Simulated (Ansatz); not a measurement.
# FGeH4: the cost of one run

All numbers below are computed with Ansatz 0.2.0 (UHF/def2-mTZVP).

## Step 1: Starting point

Bond lengths: Ge1–H2 1.800 Å, Ge1–H3 1.550 Å, Ge1–H4 1.549 Å, Ge1–H5 1.549 Å. Angles: H2–Ge1–H3 109.5°, H2–Ge1–H4 109.5°, H2–Ge1–H5 109.5°, H3–Ge1–H4 109.5°, H3–Ge1–H5 109.5°, H4–Ge1–H5 109.5°.

Coordinates:

```xyz
6

Ge    0.0000    0.0000    0.0000
H     0.0000    0.0000    1.8000
H     1.4616    0.0000   -0.5162
H    -0.7300    1.2648   -0.5162
H    -0.7300   -1.2648   -0.5162
F     0.0000    0.0000    3.0200
```

## Step 2: A restrained relaxation towards end A

Springs on the bonds that form and break draw the guess towards this end; the thresholds are loose.

The input, input.yaml:

```yaml
crystal:
  periodic: [false, false, false]
  atoms:
    - { symbol: Ge, position_ang: [0.0, 0.0, 0.0] }
    - { symbol: H, position_ang: [0.0, 0.0, 1.8] }
    - { symbol: H, position_ang: [1.4616, 0.0, -0.5162] }
    - { symbol: H, position_ang: [-0.73, 1.2648, -0.5162] }
    - { symbol: H, position_ang: [-0.73, -1.2648, -0.5162] }
    - { symbol: F, position_ang: [0.0, 0.0, 3.02] }
magnetization:
  spin_polarized: true
  initial_magnetization: 1
basis:
  gaussian: { orbitals: def2-mTZVP }
hamiltonian:
  xc: hf
relax:
  f_tol: 0.15
  max_steps: 25
  restrain:
    - { distance: [1, 5], at: 2.12, k: 30.0 }
    - { distance: [0, 1], at: 1.55, k: 30.0 }
output:
  orbitals: {}
```

Run with:

```
$ ansatz run input.yaml --threads 1 --pin off --max-ram 2048MiB --backend cpu --events-out ev --progress --plain --runs-dir out
```

Q: Estimate wall time and peak memory on 1 thread of Arm Neoverse V2, shared host.

About 10 s, with a peak of 0.14 GiB.
